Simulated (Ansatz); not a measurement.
## C₂H₇BOSi, SMILES CC1[SiH2]B1O: vertical spin-state energies, step by step

Computed with Ansatz's Python interface.

Contents of `c2h7bosi.xyz`:
```text
12

C    -1.37850    0.71720   -0.09270
C    -0.35590   -0.25530   -0.48730
Si    0.13090   -1.32760    0.82510
B     1.19090    0.21350   -0.13240
O     2.27710    1.05860   -0.35290
H    -1.45710    1.58560   -0.86720
H    -1.21700    1.22330    0.89650
H    -2.37800    0.27630   -0.09430
H    -0.45060   -0.70890   -1.44280
H     0.90890   -2.55140    0.52690
H    -0.03330   -0.88460    2.24940
H     2.83960    0.59810   -0.99430
```

Run as a notebook:

```python
import ansatz

geometry = ansatz.Crystal.molecule_from_extxyz("c2h7bosi.xyz")
```

```python
job = (
    geometry.calculation()
    .basis(gaussian="STO-3G")
    .functional("r2scan0")
    .scf(lower_state_search="standard")
)
found = {}
for unpaired in [0, 2]:
    r = job.spin("collinear", total=unpaired).run(threads=1, pin="off").report
    s = unpaired / 2
    found[unpaired] = r["free_energy_ev"]
    print(f"2S+1 = {unpaired + 1}: E = {found[unpaired]:.5f} eV, <S^2> = {abs(r['mean_field']['state']['spin_squared']):.3f} (pure state {s * (s + 1):.2f})")
lowest = min(found, key=found.get)
for unpaired, e in found.items():
    print(f"multiplicity {unpaired + 1}: {23.060548 * (e - found[lowest]):.1f} kcal/mol above the lowest")
```

    2S+1 = 1: E = -12628.86250 eV, <S^2> = 0.000 (pure state 0.00)
    2S+1 = 3: E = -12627.28199 eV, <S^2> = 2.008 (pure state 2.00)
    multiplicity 1: 0.0 kcal/mol above the lowest
    multiplicity 3: 36.4 kcal/mol above the lowest

In order: multiplicity 1 (+0.00 eV) and multiplicity 3 (+1.58 eV), all at the one geometry.

Caveats:
- The settings weren't tested for convergence.
- The geometry is a force-field or estimated start, not a minimum of this method, and the basis set is short of its limit. All parts are taken at fixed geometry, without zero-point energy.
- Run time: 11 s on 1 thread of Arm Neoverse V2, on a shared host, peak memory 0.25 GiB.

(Lines on the test bed's own set-up are left out of the output.)
